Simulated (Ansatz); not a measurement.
**CuF3 (ReO3 type): response to moved atoms and strain**

Aim: move atoms of CuF3 (ReO3 type) or strain its cell, and read the forces, the stress and the rise in energy. The cell was built by placing the elements on the sites of a structure type; the runs don't test whether it is the stable form.

Program: Ansatz 0.2.0. Level of theory: DFT PBE, scalar-relativistic, plane waves, PAW. These are calculated values, not measurements.

6 further runs of the same task are left out: 4 that didn't finish, 2 set aside as unsound or not needed. Runs told in other sessions of the task aren't counted.

## Step 1: The system as given

It takes space group Pm-3m (No. 221, cubic). Conventional cell: a = 3.790 Å, b = 3.790 Å, c = 3.790 Å, α = 90.00°, β = 90.00°, γ = 90.00°. Cu (site symmetry m-3m) is surrounded by 6 F at 1.89 Å. F (site symmetry 4/mmm) has 2 Cu at 1.89 Å in its first shell of neighbours.

Structure file:

```
Cu F
1.0
     3.78977    0.00000    3.78977
     0.00000    3.78977    3.78977
     0.00000    0.00000    7.57955
Cu F
2 6
Direct
  0.00000 0.00000 0.00000
  0.00000 0.00000 0.50000
  0.50000 0.00000 0.75000
  0.00000 0.00000 0.25000
  0.00000 0.50000 0.75000
  0.50000 0.00000 0.25000
  0.00000 0.00000 0.75000
  0.00000 0.50000 0.25000
```

This cell comes from an earlier session at PBE: 13.608 Å³/atom at 0.00 GPa, on a 10×10×5 mesh. The large moments point both ways and cancel.

The changes: atom 5 (Cu) moved 0.05 Å along x; atom 8 (F) moved 0.05 Å along x; strain e3 = -0.01, atoms carried along; strain e6 = +0.01, atoms carried along.

## Step 2: Atom 5 (Cu) moved 0.05 Å along x

File input.yaml:

```yaml
crystal:
  lattice:
    - [3.7897726989, 0.0, 3.7897726989]
    - [0.0, 3.7897726989, 3.7897726989]
    - [0.0, 0.0, 7.5795453978]
  atoms:
    - { symbol: Cu, position: [0.0, 0.0, 0.0], spin: 0.78 }
    - { symbol: F, position: [0.5, 0.0, 0.75] }
    - { symbol: F, position: [0.0, 0.0, 0.25] }
    - { symbol: F, position: [0.0, 0.5, 0.75] }
    - { symbol: Cu, position: [0.0131934034, 0.0, 0.4934032983], spin: -0.78 }
    - { symbol: F, position: [0.5, 0.0, 0.25] }
    - { symbol: F, position: [0.0, 0.0, 0.75] }
    - { symbol: F, position: [0.0, 0.5, 0.25] }
basis:
  ecutwfc: 420
  ecutrho_ratio: 4
kpoints:
  mp_grid: { grid: [10, 10, 5] }
hamiltonian:
  xc: pbe
scf:
  occupations: { method: gaussian, width: 0.05 }
  lower_state_search: "off"
output:
  forces: true
  stress: true
  eigenvalues: true
  populations: true
  write_density: true
  write_potential: true
  elf: true
  volumetric_format: npy
magnetization:
  spin_polarized: true
checkpoint:
  read: start.run
  write: ck
  compress: false
  write_wavefunctions: false
  write_every: 100000
```

start.run holds the converged state of the cell before the atoms were moved.

Launch:

```console
> ansatz run input.yaml --threads 2 --pin off --max-ram 2662MiB --backend cpu --events-out ev --progress --plain --runs-dir out
```

Further steps of the session: Atom 8 (F) moved 0.05 Å along x; Strain e3 = -0.01, atoms carried along; Strain e6 = +0.01, atoms carried along.

Q: Predict the outcome of this session. Wanted: for each run, change; change of free energy; largest force; largest change of stress.

As calculated:

| change | change of free energy (meV/atom) | largest force (eV/Å) | largest change of stress (GPa) |
| --- | --- | --- | --- |
| atom 5 (Cu) moved 0.05 Å along x | 2.92 | 0.941 | 0.37 |
| atom 8 (F) moved 0.05 Å along x | 0.23 | 0.073 | 0.01 |
| strain e3 = -0.01, atoms carried along | 0.99 | 0.000 | 2.38 |
| strain e6 = +0.01, atoms carried along | 0.10 | 0.000 | 0.26 |

Moving atom 5 by 0.05 Å meets a restoring force of 0.941 eV/Å along the move, a force constant of about 18.8 eV/Å². Moving atom 8 by 0.05 Å meets a restoring force of 0.073 eV/Å along the move, a force constant of about 1.5 eV/Å². The strain e3 = -0.01 changes that stress component by +2.38 GPa (compression positive), a ratio of 238 GPa; that is a secant over a finite strain with the atoms carried along, not the elastic constant. The strain e6 = +0.01 changes that stress component by -0.26 GPa (compression positive), a ratio of 26 GPa; that is a secant over a finite strain with the atoms carried along, not the elastic constant. No change lowers the energy by more than 0.5 meV/atom; other distortions weren't tried.
